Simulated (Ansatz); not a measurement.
## NbH, space group I4/mmm: a breakdown of dispersion, smearing and cutoff terms

Program: Ansatz's Python interface.

The script, `run_terms.py`:
```python
"""Taking single terms out of the free energy of NbH."""

import ansatz as az
from pymatgen.core import Lattice, Structure
from pymatgen.io.ase import AseAtomsAdaptor

K_DENSITY = 3.4
OCCUPATIONS = "fermi_dirac"
WIDTH_EV = 0.1

pmg_structure = Structure(
    Lattice([(-1.606964, 1.606964, 1.984301), (1.606964, -1.606964, 1.984301), (1.606964, 1.606964, -1.984301)]),
    ["Nb", "H"],
    [
        (0.0, 0.0, 0.0),
        (0.5, 0.5, 0.0),
    ],
)
xtal = az.Crystal.from_ase(AseAtomsAdaptor.get_atoms(pmg_structure))

calculation = (
    xtal.calculation()
    .kpoints(density=K_DENSITY)
    .occupations(OCCUPATIONS, width=WIDTH_EV)
)
with_term = calculation.functional("pbesol", dispersion="d4").basis(340).cutoff_correction(590).run(threads=1, backend="cpu").report
without = calculation.functional("pbesol").basis(340).run(threads=1, backend="cpu").report
finer = calculation.functional("pbesol").basis(590).run(threads=1, backend="cpu").report
removed = az.free_energy_without(with_term, az.EnergyTerm.DISPERSION)
print(f"dispersion term            {with_term['components']['e_disp']:.5f} eV")
print(f"F less dispersion          {removed:.5f} eV, run without it {without['free_energy_ev']:.5f} eV")
print(f"F less smearing term       {az.free_energy_without(without, az.EnergyTerm.SMEARING):.5f} eV")
print(f"estimated gain to 590 eV   {with_term['cutoff_correction']['energy_ev']:.5f} eV, found {finer['free_energy_ev'] - without['free_energy_ev']:.5f} eV")
```

```console
$ python run_terms.py
DeckWarning: basis.ecutwfc = 340 eV is below the records' recommended 420 eV, and the density's cutoff is lower with it unless basis.ecutrho_ratio is high enough to keep the records' density cutoff: compare with a run at a higher cutoff
dispersion term            -0.30350 eV
F less dispersion          -4511.48008 eV, run without it -4511.48008 eV
F less smearing term       -4511.44811 eV
estimated gain to 590 eV   -0.01330 eV, found -0.01345 eV
```
(Warnings from the package without file and line.)

Caveats:
- Absolute energies stand on the zero of these potentials, so only differences at equal settings mean something. A total without «per atom» is that of the cell as typed.
- The cutoff lies under the one recommended for these potentials in some of the runs.
- No spin polarisation was allowed.
- Dispersion corrections can be off by several per cent in the lattices of metals, and by several GPa in the pressure at a fixed cell.
- For a metal this k-point mesh is coarse: on a finer one energies can move by several to tens of meV an atom and pressures by half a GPa or more, differences at one mesh by less.
- The structure comes from a database of computed cells and needn't be a stable or known phase.
- Finished in 5.2 s on 1 thread of Arm Neoverse V1, with other jobs on the host, peak memory 0.43 GiB.

(Lines on the test bed's own set-up are left out of the output.)
